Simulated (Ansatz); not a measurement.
# Ga13Sb14 wurtzite other sphere (Ga₁₃Sb₁₄H₃₄+): the relaxed shape and its frontier levels

Aim: characterise Ga13Sb14 wurtzite other sphere (Ga₁₃Sb₁₄H₃₄+) as a singlet: its structure, frontier levels and distribution of charge.

Method: RKS PBE0-D4/def2-SVP; program: Ansatz 0.2.0, Gaussian basis.

Plan: relaxation at PBE-D4/def2-SVP; a single point at PBE0-D4/def2-SVP.

2 further runs of the same task are left out: 1 for a known fault of the program, 1 set aside as unsound or not needed.

### 1 The starting structure

61 atoms, charge 1, spin multiplicity 1.

Atoms are counted from 1 here; the program's logs count them from 0.

Bond lengths: Sb1–Ga2 2.643 Å, Sb1–Ga7 2.622 Å, Sb1–H28 1.762 Å, Sb1–H29 1.717 Å, Ga2–Sb3 2.629 Å, Ga2–Sb9 2.601 Å, Ga2–H30 1.547 Å, Sb3–Ga5 2.635 Å, Sb3–H31 1.707 Å, Sb3–H32 1.681 Å, Sb4–Ga5 2.626 Å, Sb4–Ga12 2.667 Å, Sb4–H33 1.730 Å, Sb4–H34 1.713 Å, Ga5–Sb14 2.643 Å, Ga5–H35 1.547 Å, Sb6–Ga7 2.655 Å, Sb6–Ga8 2.661 Å and more. Angles: Ga2–Sb1–Ga7 110.2°, Ga2–Sb1–H28 109.8°, Ga2–Sb1–H29 109.5°, Ga7–Sb1–H28 109.1°, Ga7–Sb1–H29 109.1°, H28–Sb1–H29 109.0°, Sb1–Ga2–Sb3 110.0°, Sb1–Ga2–Sb9 109.1°, Sb1–Ga2–H30 109.4°, Sb3–Ga2–Sb9 109.9°, Sb3–Ga2–H30 110.1°, Sb9–Ga2–H30 108.3°, Ga2–Sb3–Ga5 109.4°, Ga2–Sb3–H31 108.8°, Ga2–Sb3–H32 109.5°, Ga5–Sb3–H31 109.5°, Ga5–Sb3–H32 109.6°, H31–Sb3–H32 110.1° and more.

Sb takes a core potential in the def2 sets. No spin-orbit coupling is included. The ion is computed in the gas phase, without counter-ions or solvent.

The start is a built from a lattice or polyhedron geometry.

### 2 Relaxation at PBE-D4/def2-SVP

The input, in.yaml:

```yaml
crystal:
  periodic: [false, false, false]
  atoms:
    - {symbol: Sb, position_ang: [-2.151500, -3.723100, -2.301500]}
    - {symbol: Ga, position_ang: [-2.176200, -3.721900, 0.341600]}
    - {symbol: Sb, position_ang: [-4.321400, -2.481600, 1.220900]}
    - {symbol: Sb, position_ang: [-4.308900, 0.000400, -2.298200]}
    - {symbol: Ga, position_ang: [-4.324400, -0.002400, 0.327700]}
    - {symbol: Sb, position_ang: [2.165700, -3.734900, -2.310800]}
    - {symbol: Ga, position_ang: [-0.011700, -2.494200, -3.186800]}
    - {symbol: Ga, position_ang: [2.152500, -3.716100, 0.350000]}
    - {symbol: Sb, position_ang: [-0.040700, -2.518600, 1.212800]}
    - {symbol: Ga, position_ang: [-0.006300, -2.487100, 3.860000]}
    - {symbol: Sb, position_ang: [0.031800, -0.016700, -2.312100]}
    - {symbol: Ga, position_ang: [-2.126000, 1.254900, -3.177000]}
    - {symbol: Ga, position_ang: [-0.007700, -0.024700, 0.337400]}
    - {symbol: Sb, position_ang: [-2.155000, 1.226700, 1.205100]}
    - {symbol: Sb, position_ang: [-0.001100, -0.014200, 4.735700]}
    - {symbol: Ga, position_ang: [-2.155200, 1.245700, 3.849200]}
    - {symbol: Sb, position_ang: [-2.147800, 3.748800, -2.301600]}
    - {symbol: Ga, position_ang: [-2.168900, 3.746400, 0.327400]}
    - {symbol: Sb, position_ang: [4.326500, -2.506400, 1.229100]}
    - {symbol: Sb, position_ang: [4.313100, -0.018700, -2.311200]}
    - {symbol: Ga, position_ang: [2.157500, 1.249200, -3.201600]}
    - {symbol: Ga, position_ang: [4.296700, 0.003000, 0.327900]}
    - {symbol: Sb, position_ang: [2.160200, 1.256600, 1.190700]}
    - {symbol: Ga, position_ang: [2.160500, 1.263500, 3.852300]}
    - {symbol: Sb, position_ang: [2.144500, 3.746800, -2.302600]}
    - {symbol: Ga, position_ang: [2.170100, 3.730300, 0.312700]}
    - {symbol: Sb, position_ang: [-0.001700, 4.973900, 1.227000]}
    - {symbol: H, position_ang: [-2.153800, -5.381600, -2.897700]}
    - {symbol: H, position_ang: [-3.547800, -2.914500, -2.889400]}
    - {symbol: H, position_ang: [-2.156700, -5.180700, 0.855300]}
    - {symbol: H, position_ang: [-5.704600, -3.297300, 0.640600]}
    - {symbol: H, position_ang: [-4.317200, -2.474500, 2.901600]}
    - {symbol: H, position_ang: [-4.315400, -1.621100, -2.901200]}
    - {symbol: H, position_ang: [-5.712700, 0.801000, -2.866800]}
    - {symbol: H, position_ang: [-5.572600, 0.736000, 0.866500]}
    - {symbol: H, position_ang: [2.162400, -5.370200, -2.902500]}
    - {symbol: H, position_ang: [3.587400, -2.926300, -2.890100]}
    - {symbol: H, position_ang: [0.002200, -2.493200, -4.714100]}
    - {symbol: H, position_ang: [2.157200, -5.187200, 0.837500]}
    - {symbol: H, position_ang: [-1.250400, -3.231800, 4.380100]}
    - {symbol: H, position_ang: [1.280300, -3.239100, 4.333100]}
    - {symbol: H, position_ang: [-2.147400, 1.283400, -4.741900]}
    - {symbol: H, position_ang: [-0.018800, 0.008800, 6.444600]}
    - {symbol: H, position_ang: [-3.421700, 0.514000, 4.378100]}
    - {symbol: H, position_ang: [-2.162800, 2.701300, 4.367400]}
    - {symbol: H, position_ang: [-3.573700, 4.541500, -2.894000]}
    - {symbol: H, position_ang: [-0.752200, 4.529400, -2.896200]}
    - {symbol: H, position_ang: [-3.392200, 4.460600, 0.847500]}
    - {symbol: H, position_ang: [5.725400, -3.307400, 0.638600]}
    - {symbol: H, position_ang: [4.319700, -2.486100, 2.918000]}
    - {symbol: H, position_ang: [4.325900, -1.630500, -2.895600]}
    - {symbol: H, position_ang: [5.704200, 0.805000, -2.855400]}
    - {symbol: H, position_ang: [2.139000, 1.247600, -4.759000]}
    - {symbol: H, position_ang: [5.570700, 0.739500, 0.844700]}
    - {symbol: H, position_ang: [3.404600, 0.522700, 4.380600]}
    - {symbol: H, position_ang: [2.166600, 2.726700, 4.373200]}
    - {symbol: H, position_ang: [0.743400, 4.544400, -2.880900]}
    - {symbol: H, position_ang: [3.562700, 4.545800, -2.877200]}
    - {symbol: H, position_ang: [3.389000, 4.473900, 0.839600]}
    - {symbol: H, position_ang: [-0.017600, 4.990200, 2.955100]}
    - {symbol: H, position_ang: [0.007400, 6.604700, 0.628100]}
basis:
  gaussian: {orbitals: def2-SVP, fitting: {mean_field: def2-universal-jkfit}}
total_charge: 1
hamiltonian: {xc: pbe, dispersion: d4}
scf: {lower_state_search: "off"}
output: {orbitals: {seedname: orbitals}}
relax: {f_tol: 0.03, max_steps: 70}
```

Launch:

```console
ansatz run in.yaml --threads 10 --pin off --events-out ev --progress --plain --max-ram 110592MiB --backend cuda --devices 0, --max-vram 75GiB
```

Further steps of the session: Single point, PBE0-D4/def2-SVP.

Q: Predict the results of all the runs planned. Wanted: point group; commonest bond, hydrogen aside; HOMO, LUMO at PBE0-D4/def2-SVP.

The runs gave:

```
                      quantity                             value
                   point group                               C3v
commonest bond, hydrogen aside  Ga–Sb, 37 of mean length 2.683 Å
HOMO, LUMO at PBE0-D4/def2-SVP                   -8.58, -4.83 eV
```

The molecule keeps its bonding pattern by the stored test; the atoms moved 0.24 Å (rms), and the angle H44–Ga16–H45 went from 109° to 125°. No usable vibrations, so a minimum isn't proven. Whether this spin is the lowest isn't tested here.
